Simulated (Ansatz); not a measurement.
I need a ladder of methods at one geometry of C2H6Te, SMILES CC[TeH]. Use Ansatz 0.2.0 through its Python package. Settings (for the species named): MP2, def2-SVP basis, multiplicity 1. The script varies method: mp2, ccsd, ccsd_t.

```xyz
9

C    -0.5104    0.5788   -0.8207
C     0.3722   -0.2551   -0.0150
Te   -0.3828   -0.4367    1.9834
H    -1.4991    0.1836   -0.8657
H    -0.1723    0.7061   -1.8879
H    -0.6209    1.6529   -0.3842
H     1.4169    0.2016    0.0115
H     0.4778   -1.2452   -0.4776
H     1.0070   -1.4323    2.4391
```

The script, `methods.py`:
```python
"""C2H6Te at several levels of theory."""

from dataclasses import dataclass

import ansatz as az


@dataclass
class Options:
    basis_set: str = "def2-SVP"


opts = Options()

geometry_ang = [
    ("C", (-0.5104, 0.5788, -0.8207)),
    ("C", (0.3722, -0.2551, -0.015)),
    ("Te", (-0.3828, -0.4367, 1.9834)),
    ("H", (-1.4991, 0.1836, -0.8657)),
    ("H", (-0.1723, 0.7061, -1.8879)),
    ("H", (-0.6209, 1.6529, -0.3842)),
    ("H", (1.4169, 0.2016, 0.0115)),
    ("H", (0.4778, -1.2452, -0.4776)),
    ("H", (1.007, -1.4323, 2.4391)),
]
c2h6te = az.Crystal.molecule()
for symbol, xyz in geometry_ang:
    c2h6te = c2h6te.atom(symbol, xyz)

setup = c2h6te.calculation().basis(gaussian=opts.basis_set)

methods = ["mp2", "ccsd", "ccsd_t"]
reports = [setup.correlation(m).run(threads=1, backend="cpu").report for m in methods]
print(f"Hartree-Fock reference {reports[0]['reference_energy_ev'] / 27.211386246:.6f} Ha")
best = reports[-1]["free_energy_ev"] - reports[-1]["reference_energy_ev"]
for method, each in zip(methods, reports):
    gained = each["free_energy_ev"] - each["reference_energy_ev"]
    print(f"{method:8s} total {each['free_energy_ev'] / 27.211386246:.6f} Ha  correlation {gained:9.4f} eV  ({100 * gained / best:.1f} % of the last)")
```

```console
$ python methods.py
Hartree-Fock reference -346.134519 Ha
mp2      total -346.554797 Ha  correlation  -11.4363 eV  (87.9 % of the last)
ccsd     total -346.599109 Ha  correlation  -12.6421 eV  (97.1 % of the last)
ccsd_t   total -346.612808 Ha  correlation  -13.0149 eV  (100.0 % of the last)
```

Caveats:
- Total energies depend on the basis set; only differences at equal settings carry meaning.
- The geometry is a force-field or estimated start, not a minimum of this method, and the basis set is short of its limit. A lower total doesn't mark the better method: functionals have no common bound, and MP2 and coupled cluster aren't variational.
- def2 sets replace the cores of elements past krypton by effective core potentials.
- Inner cores stay frozen; a filled d shell under the valence of the heavier atoms is correlated with it.
- Wall time of the script: 16 s on 1 thread of Arm Neoverse V1, with other jobs on the host, peak memory 0.37 GiB.

(Lines on the test bed's own set-up are left out of the output.)
